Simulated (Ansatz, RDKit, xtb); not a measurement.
**GeSiH5OF: which of the isomers drawn lies lowest?**

A sample of isomers of GeSiH5OF is drawn. Aim: find which of them has the lowest free energy at 298.15 K, then its properties. The sample is small against all isomers, and the most stable one of this formula need not be in it.

The funnel: GFN2-xTB relaxations, single points with a density functional, relaxations at r2SCAN-D4/def2-SVP, harmonic vibrations, and a last energy at a higher level. All values are calculated.

### 1 Possible bonding patterns

Isomers were taken from a list of plausible structures; this is a sample, not all of them. That gives 4 candidates.

| label | SMILES | spin |
| --- | --- | --- |
| c314 | O[Si@@H](F)[GeH3] | singlet |
| c358 | [OH][Ge@@H]([F])[SiH3] | singlet |
| c396 | [OH][GeH2][SiH2]F | singlet |
| c456 | O[SiH2][GeH2][F] | singlet |

Candidates are built by distance geometry, with a force field where one applies, in up to four conformers (letters a to d).

**Question.** With final energies at CCSD(T)/def2-SVP + MP2/def2-TZVPP - MP2/def2-SVP, which structure will this search put lowest in free energy, and by what margin?

| quantity | value |
| --- | --- |
| lowest structure found | O[Si@@H](F)[GeH3], singlet, C1 |
| next finalist | [OH][GeH2][SiH2]F, singlet, 22.1 kcal/mol higher in G |
| share at equilibrium, among the finalists | 100.0 % |
| harmonic wavenumbers, lowest and highest (r2SCAN-D4/def2-SVP) | 85 and 3882 cm⁻¹ |
| rotational constants, same geometry | 0.201, 0.05974, 0.05012 cm⁻¹ |

The search ends on `O[Si@@H](F)[GeH3]`. The margin of 22.1 kcal/mol over the next finalist is beyond the usual error of the last level; it says nothing of structures that weren't ranked. GFN2-xTB, HF/STO-3G, r2SCAN-D4/def2-SVP, r2SCAN-D4/def2-SVP, relaxed, HF/def2-SVP and MP2/def2-SVP already put its bonding pattern lowest among the structures in one piece. The search is not exhaustive (a finite list of starts, one conformer a finalist), so a lower isomer can't be ruled out. Only 4 drawn patterns were tried, so whole families of isomers are missing, and the result ranks this sample alone.
